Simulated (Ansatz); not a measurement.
# FH5OSn: the cost of one run

Method: RKS PBE-D4/def2-SVP, in Ansatz 0.2.0.

**1. The starting structure**

Bond lengths: Sn1–H3 1.740 Å, Sn1–H4 1.739 Å, Sn1–O5 1.959 Å, O5–H6 1.010 Å, Sn1–F7 2.170 Å. Angles: H3–Sn1–H4 109.5°, H3–Sn1–O5 109.5°, H3–Sn1–F7 178.9°, H4–Sn1–O5 109.5°, H4–Sn1–F7 69.8°, O5–Sn1–F7 70.1°, Sn1–O5–H6 109.5°.

As a file:

```xyz
8

Sn    0.0000    0.0000    0.0000
H     0.0000    0.0000    2.0900
H     1.6408    0.0000   -0.5794
H    -0.8195    1.4198   -0.5794
O    -0.9232   -1.5994   -0.6527
H    -1.3778   -2.0650    0.1197
F    -2.0593    0.0066    0.6842
H    -1.0838    0.0035    1.8933
```

**2. A restrained relaxation towards end A**

Springs on the bonds that form and break draw the guess towards this end; the thresholds are loose.

The input, input.yaml:

```yaml
crystal:
  periodic: [false, false, false]
  atoms:
    - { symbol: Sn, position_ang: [0.0, 0.0, 0.0] }
    - { symbol: H, position_ang: [0.0, 0.0, 2.09] }
    - { symbol: H, position_ang: [1.6408, 0.0, -0.5794] }
    - { symbol: H, position_ang: [-0.8195, 1.4198, -0.5794] }
    - { symbol: O, position_ang: [-0.9232, -1.5994, -0.6527] }
    - { symbol: H, position_ang: [-1.3778, -2.065, 0.1197] }
    - { symbol: F, position_ang: [-2.0593, 0.0066, 0.6842] }
    - { symbol: H, position_ang: [-1.0838, 0.0035, 1.8933] }
basis:
  gaussian: { orbitals: def2-SVP }
hamiltonian:
  xc: pbe
  dispersion: d4
relax:
  f_tol: 0.15
  max_steps: 25
  restrain:
    - { distance: [0, 6], at: 3.07, k: 30.0 }
    - { distance: [7, 1], at: 1.86, k: 30.0 }
    - { distance: [0, 1], at: 1.74, k: 30.0 }
    - { distance: [7, 6], at: 0.92, k: 30.0 }
```

Run with:

```bash
ansatz run input.yaml --threads 1 --pin off --max-ram 2048MiB --backend cpu --events-out ev --progress --plain --runs-dir out
```

Q: Estimate wall time and peak memory on 1 thread of Intel Xeon 6975P-C (Granite Rapids), shared host.

About 14 s, with a peak of 0.16 GiB.
